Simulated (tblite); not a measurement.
# CH8FNO2Si2: the cost of one run

Computed with tblite 0.8.0 and PySCF 2.14.0; each step states its level. No surroundings beyond the atoms listed, unless a continuum is named. Atoms count from 0, parts from 1.

## 1. The system as given

15 atoms, charge 0, multiplicity 1; geometry: distance geometry start.

## 2. Relaxing the cluster with GFN2-xTB

The job: settings as JSON, then the geometry in Å.

```
{"job": {"kind": "relax", "xc": "GFN2-xTB", "basis": "xTB"}, "charge": 0, "multiplicity": 1}
C      0.243249    -1.029101     0.308948
O     -0.627239    -1.019079     1.382681
Si    -0.138387    -0.840491     3.079922
N     -0.459298    -1.365049    -0.899213
Si    -1.862880    -0.257419    -1.345033
O      0.815826     0.229761     0.190495
F      1.196348    -1.899215     0.483653
H      0.264994     0.514945     3.306418
H      0.942103    -1.706420     3.366272
H     -1.249871    -1.177869     3.910911
H      0.100939    -1.683333    -1.682557
H     -3.071917    -0.900411    -1.068859
H     -1.777258     0.937864    -0.548489
H     -1.778531     0.097796    -2.726905
H      0.500050     1.031087     0.587535
```

Method: GFN2-xTB geometry optimisation, gas phase.

The run is started by

```
$ OMP_NUM_THREADS=1 python cluster_run.py task.json out
```

One launch serves the whole session: the jobs run in the order shown.

**Question.** How long does this first job take on 1 thread of Arm Neoverse N1, shared host?

About 6.1 s.
